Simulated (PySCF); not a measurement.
# Ways to converge the SCF of SrSe

Aim: find out which solver settings change the answer for SrSe.

Method: method and basis as typed in the scripts; program: PySCF 2.14.0.

7 further runs of the same task are left out: 2 for a known fault of the program, 5 that didn't finish.

## 1. Starting geometry

SrSe: 2 atoms, charge 0, spin multiplicity 1.

Bond lengths: Sr1–Se2 2.758 Å.

## 2. The base run

The input, input.py:

```python
from pyscf import gto, scf

mol = gto.M(
    atom='Sr 0 0 0; Se 0 0 2.758',
    basis='ano-rcc-vdzp',
    charge=0,
    spin=0,
    verbose=4,
)
mf = scf.RHF(mol)
mf = mf.sfx2c1e()
mf.kernel()
mf.dip_moment()
print('orbital energies (hartree):', mf.mo_energy[..., max(0, mol.nelec[1]-3):mol.nelec[0]+3].round(4))
```

On the command line:

```
OMP_NUM_THREADS=1 python input.py
```

The log of this run is left out.

It gives: E(SCF) = -5605.370246 Eh, 11 cycles, μ = 15.03 D.

The bond length is a typed value, not an optimised one.

## 3. Second-order solver on

Edit 1 changes second-order solver: off → on.

The input, input.py:

```python
from pyscf import gto, scf

mol = gto.M(
    atom='Sr 0 0 0; Se 0 0 2.758',
    basis='ano-rcc-vdzp',
    charge=0,
    spin=0,
    verbose=4,
)
mf = scf.RHF(mol)
mf = mf.sfx2c1e()
mf = mf.newton()
mf.kernel()
mf.dip_moment()
print('orbital energies (hartree):', mf.mo_energy[..., max(0, mol.nelec[1]-3):mol.nelec[0]+3].round(4))
```

On the command line:

```
OMP_NUM_THREADS=1 python input.py
```

## 4. Point-group symmetry on

Edit 2 changes point-group symmetry: off → on.

input.py: that of step 2 with these lines changed.

```diff
@@ -7,2 +7,3 @@
     spin=0,
+    symmetry=True,
     verbose=4,
```

## 5. Smearing width 0.05 hartree

Edit 3 changes smearing width: none → 0.05 hartree.

input.py: that of step 2 with these lines changed.

```diff
@@ -11,2 +11,3 @@
 mf = mf.sfx2c1e()
+mf = scf.addons.smearing_(mf, sigma=0.05, method='fermi')
 mf.kernel()
```

## 6. Damping 0.5

Edit 4 changes damping: none → 0.5.

input.py: that of step 2 with these lines changed.

```diff
@@ -11,2 +11,4 @@
 mf = mf.sfx2c1e()
+mf.damp = 0.5
+mf.diis_start_cycle = 8
 mf.kernel()
```

Q: Predict the outcome of this session. Wanted: for each run, E(SCF); from base; gap; SCF dipole.

**Answer**, as computed:

| run | E(SCF) (hartree) | from base (eV) | cycles | gap (eV) | SCF dipole (D) |
| --- | --- | --- | --- | --- | --- |
| base | -5605.370246 | 0 | 11 | 5.09 | 15.03 |
| second-order solver on | -5605.370246 | 0.0000 | 4 macro | 5.09 | 15.03 |
| point-group symmetry on | -5605.370246 | 0.0000 | 11 | 5.09 | 15.03 |
| smearing width 0.05 hartree | -5605.248068 | +3.3246 | 15 | n/a | 10.80 |
| damping 0.5 | -5605.370246 | 0.0000 | 14 | 5.09 | 15.03 |

Distance from each run's final energy (log10 hartree) by cycle:

| run | cycle 1 | cycle 2 | cycle 3 | cycle 5 | cycle 8 | cycle 12 |
| --- | --- | --- | --- | --- | --- | --- |
| base | -1.0 | -1.0 | -3.2 | -4.5 | -6.9 | done |
| second-order solver on | -2.3 | -5.3 | < -11 | done | done | done |
| point-group symmetry on | -1.0 | -1.0 | -3.2 | -4.5 | -6.9 | done |
| smearing width 0.05 hartree | -1.7 | -0.7 | -2.1 | -4.0 | -5.0 | -8.0 |
| damping 0.5 | -1.0 | -2.3 | -2.9 | -3.6 | -4.4 | -8.1 |

What this shows: With second-order solver on or point-group symmetry on or damping 0.5 the SCF ends at the base energy. The base needs 11 cycles and the run with damping 0.5 needs 14.
